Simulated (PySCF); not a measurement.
# CHBiN (Bi(HCN)3+): the cost of one run

Program: PySCF 2.14.0. Level of theory: PBE0, Bi def2-SVP with ECP60, N def2-SVP, C def2-SVP, H def2-SVP; scalar-relativistic core potentials, no spin–orbit coupling. These are calculated values, not measurements.

## (1) The system as given

4 atoms, charge 3, spin multiplicity 1.

Bond lengths: Bi1–N2 2.177 Å, N2–C3 1.170 Å, C3–H4 1.125 Å. Angles: Bi1–N2–C3 180.0°, N2–C3–H4 180.0°.

Geometry (Å):

```xyz
4

Bi    0.0000    0.0000   -0.2205
N     0.0000    0.0000    1.9570
C     0.0000    0.0000    3.1270
H     0.0000    0.0000    4.2520
```

Formal oxidation states: Bi +3. An earlier session relaxed this geometry at PBE0, Bi def2-SVP with ECP60, N def2-SVP, C def2-SVP, H def2-SVP (singlet, point group C∞v).

Its energy there is -306.339193 Eh.

## (2) One electron removed, multiplicity 2

File run.py (the lines that set the calculation):

```python
mol = gto.M(atom='''
Bi     0.00000     0.00000    -0.22050
N      0.00000     0.00000     1.95697
C      0.00000     0.00000     3.12697
H      0.00000     0.00000     4.25205''',
    basis={'Bi': 'def2-SVP', 'N': 'def2-SVP', 'C': 'def2-SVP', 'H': 'def2-SVP'},
    ecp={'Bi': 'def2-SVP'},
    charge=4, spin=1)
mf = dft.UKS(mol, xc='PBE0')
mf.grids.atom_grid = (50, 194)
mf = mf.density_fit()  # fitting sets: Bi def2-universal-JKFIT, N def2-universal-JKFIT, C def2-universal-JKFIT, H def2-universal-JKFIT
mf.conv_tol = 1e-08; mf.max_cycle = 55
mf.kernel(dm0)  # dm0: the density of the relaxed state
```

Started as:

```sh
> OMP_NUM_THREADS=2 python run.py
```

**Question.** How long does this run take on 2 threads of Intel Xeon at 2.50GHz (Skylake/Cascade Lake), shared host?

About 2.6 s.
